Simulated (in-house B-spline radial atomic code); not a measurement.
**In⁴³⁺: binding energies from hole states**

Aim: binding energies of the shells of In⁴³⁺, from runs with electrons taken out, set against the orbital energies of the parent.

Method: Dirac-Hartree-Fock, average of configuration, Fermi nucleus, basis-set limit. Code: in-house B-spline radial atomic code version 1.

**1. Starting point**

```
element       : indium (Z = 49)
charge        : +43
electrons     : 6
configuration : [He] 2s2 2p2
Hamiltonian   : Dirac-Coulomb
nucleus       : Fermi, rms radius 4.616 fm
```

Outer shells as boxes (Hund's rule):

[He] 2s2 2p2
```
[He] core
2s [↑↓]
2p [↑ ][↑ ][  ]
```

The boxes draw the filling by Hund's rule, which heavy ions in jj coupling don't follow; these runs average over all states of the configuration.

The run's settings:

```ini
Z = 49
electrons = 6.0
configuration = [He] 2s2 2p2
hamiltonian = dirac
method = hf
spin_polarised = False
nucleus = fermi
rms_radius = 4.6156
mass_number = 115
atomic_mass = 114.903878772
speed_of_light = 137.035999084
```

This reference run was done before. Its total energy is -3556.503829 hartree, and its levels are (the highest eight at most):

```csv
orbital,occupation,energy (eV),<r> (bohr)
1s1/2,2,-31757.4,0.02958
2s1/2,2,-7368.38,0.1221
2p1/2,0.666667,-7229.59,0.1023
2p3/2,1.33333,-6993.06,0.1069
```

**2. The 1s hole**

The run's settings:

```ini
Z = 49
electrons = 5.0
configuration = 1s1 2s2 2p2
hamiltonian = dirac
method = hf
spin_polarised = False
nucleus = fermi
rms_radius = 4.6156
mass_number = 115
atomic_mass = 114.903878772
speed_of_light = 137.035999084
```

**3. The 2s hole**

The settings differ from step 2 so:

```diff
@@ -2,3 +2,3 @@
 electrons = 5.0
-configuration = 1s1 2s2 2p2
+configuration = 1s2 2s1 2p2
 hamiltonian = dirac
```

**4. The 2p hole**

The settings differ from step 3 so:

```diff
@@ -2,3 +2,3 @@
 electrons = 5.0
-configuration = 1s2 2s1 2p2
+configuration = 1s2 2s2 2p1
 hamiltonian = dirac
```

Q: What does each hole state cost in eV, and how does that compare with the orbital energies or single holes?

**Answer**, as computed:

| hole | ΔSCF (eV) | with Breit, QED, recoil (eV) | −ε of the parent (eV) | −ε less ΔSCF (eV) |
| --- | --- | --- | --- | --- |
| 1s | 31747.2 | 31665.1 | 31757.4 | 10.18 |
| 2s | 7367.43 | 7357.92 | 7368.38 | 0.95 |
| 2p | 7070.68 | 7064.65 | - | - |

What this shows: Relaxation of the remaining electrons brings each binding energy under −ε, by 10.2 eV for 1s and 0.95 eV for 2s. A dash stands where an open shell is averaged over j, so that no single parent level belongs to the hole. Values are for the free ion, measured from the vacuum level.
